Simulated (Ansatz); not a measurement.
# CHGe+ (quintet): wave-function methods side by side, cc-pVDZ

How much of the correlation energy of CHGe+ (quintet) does each wave-function method recover here?

Method: cc-pVDZ, core rule «outside noble gas», up to 15 orbitals frozen; program: Ansatz 0.2.0, Gaussian basis.

To be run: UHF; CCSD(T) on ROHF; CCSD(T) on UHF; BCCD(T) on ROHF; CISD; CCSDT(Q) on ROHF; CCSDT(Q) on UHF; CCSDTQ on ROHF; CCSDTQ on UHF; CASSCF and MRCISD+Q, 8 electrons in 9 orbitals; CASSCF and NEVPT2, 8 electrons in 9 orbitals.

5 further runs of the same task are left out: 5 set aside as unsound or not needed.

## (1) The geometry

The geometry is a PBE0/def2-TZVP stationary point (not a proven minimum) of the parent state, kept for this charge and spin. No spin-orbit coupling is included. The filled d shell of Ge may be among the frozen orbitals whatever the setting's name suggests; the logs give the count.

3 atoms, charge 1, spin multiplicity 5.

Atoms are counted from 1 here; the program's logs count them from 0.

Bond lengths: Ge1–C2 1.947 Å, Ge1–H3 1.603 Å. Angles: C2–Ge1–H3 96.1°.

## (2) UHF

The input, in.yaml:

```yaml
crystal:
  periodic: [false, false, false]
  atoms:
    - {symbol: Ge, position_ang: [0.000000, -0.030607, 0.269863]}
    - {symbol: C, position_ang: [0.000000, 0.054648, -1.674902]}
    - {symbol: H, position_ang: [0.000000, 1.554553, 0.509831]}
basis:
  gaussian: {orbitals: cc-pVDZ}
total_charge: 1
magnetization: {spin_polarized: true, initial_magnetization: 4}
hamiltonian: {xc: hf}
output: {orbitals: {seedname: orbitals}}
```

Launch:

```sh
$ ansatz run in.yaml --threads 1 --pin off --events-out ev --progress --plain --max-ram 4096MiB --backend cpu
```

Further steps of the session: CCSD(T) on ROHF; CCSD(T) on UHF; BCCD(T) on ROHF; CISD; CCSDT(Q) on ROHF; CCSDT(Q) on UHF; CCSDTQ on ROHF; CCSDTQ on UHF; CASSCF and MRCISD+Q, 8 electrons in 9 orbitals; CASSCF and NEVPT2, 8 electrons in 9 orbitals.

Before running them: what should the planned runs give, taken together? Wanted: UCCSDTQ below the RHF energy; RMP2 from UCCSDTQ; UMP2 from UCCSDTQ; RCCSD from UCCSDTQ; RCCSD(T) from UCCSDTQ; UCCSD(T) from UCCSDTQ; RCCSDT(Q) from UCCSDTQ; UCCSDT(Q) from UCCSDTQ; NEVPT2 valence from UCCSDTQ.

**Answer**, as computed:

| quantity | value |
| --- | --- |
| UCCSDTQ below the RHF energy | -4.1285 eV |
| RMP2 from UCCSDTQ | +24.63 kcal/mol |
| UMP2 from UCCSDTQ | +24.16 kcal/mol |
| RCCSD from UCCSDTQ | +4.43 kcal/mol |
| RCCSD(T) from UCCSDTQ | +1.39 kcal/mol |
| UCCSD(T) from UCCSDTQ | +1.15 kcal/mol |
| RCCSDT(Q) from UCCSDTQ | +0.25 kcal/mol |
| UCCSDT(Q) from UCCSDTQ | +0.02 kcal/mol |
| NEVPT2 valence from UCCSDTQ | +14.28 kcal/mol |
| MRCISD+Q valence from UCCSDTQ | +1.04 kcal/mol |
| levels within 1 kcal/mol (43 meV) | RCCSDT, UCCSDT, RCCSDT(Q), UCCSDT(Q), RCCSDTQ |
| T1 diagnostic | 0.049 |
| effectively unpaired electrons | 4.03 |

RCCSD(T) misses by +1.39 kcal/mol, 1.5 % of the correlation energy. The occupations are near whole numbers, but T1 = 0.049 shows that the orbitals relax strongly. Of the multireference levels listed MRCISD+Q valence comes nearest in total energy (+1.04 kcal/mol), which doesn't show that its space is the better one. These misses are within one basis, not against nature; the frozen cores of restricted and unrestricted runs differ, which can shift their rows.
